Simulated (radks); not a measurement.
**The Coulomb parameter U of the 3d shell of Ti**

One table from this session's results is given with a row withheld; the runs are named, their logs left out.

Program: radks (a radial shooting solver on a logarithmic mesh, Libxc functionals) version 1. Level of theory: scalar-relativistic Kohn-Sham, PBEsol, spin-unpolarised, spherical densities, point nucleus. These are calculated values, not measurements, unless marked.

**The system**

```
element       : titanium (Z = 22)
charge        : 0
electrons     : 22
configuration : [Ar] 3d1 4s2 4p1
```

Outer shells as boxes (Hund's rule):

Ti
```
[Ar] core
3d [↑ ][  ][  ][  ][  ]
4s [↑↓]
4p [↑ ][  ][  ]
```

The first run:

The run's settings:

```text
Z 22
configuration [Ar] 3d1 4s2 4p1
relativity scalar-relativistic
functional pbe_sol,pbe_sol
spin unpolarised
nucleus point
c 137.035999084
```

Run with:

```sh
$ python run_ks.py task.json out
```

The same process makes all the runs of this session.

Among the steps run: Start: [Ar] 3d1 4s2 4p1.

One of the session's tables, all rows but one given; the rest of the session is left out.

Sizes of the orbitals, from the radial functions (bohr):

| level | <r> | outermost maximum (interpolated) | 90 % within | nodes |
| --- | --- | --- | --- | --- |
| 1s | 0.06965 | 0.0456 | 0.124 | 0 |
| 2s | 0.3253 | 0.269 | 0.505 | 1 |
| 2p | 0.2902 | 0.220 | 0.477 | 0 |
| 3s | 0.9973 | 0.866 | 1.49 | 2 |
| 3p | ? | ? | ? | ? |
| 3d | 1.381 | 0.939 | 2.36 | 0 |
| 4s | 3.195 | 2.71 | 4.76 | 3 |
| 4p | 4.127 | 3.37 | 6.30 | 2 |

**Question.** Estimate the row for 3p.

**Answer.** <r>: 1.067; outermost maximum (interpolated): 0.895; 90 % within: 1.64; nodes: 1. In the column «<r>» it lies between 3s (0.9973) and 3d (1.381).
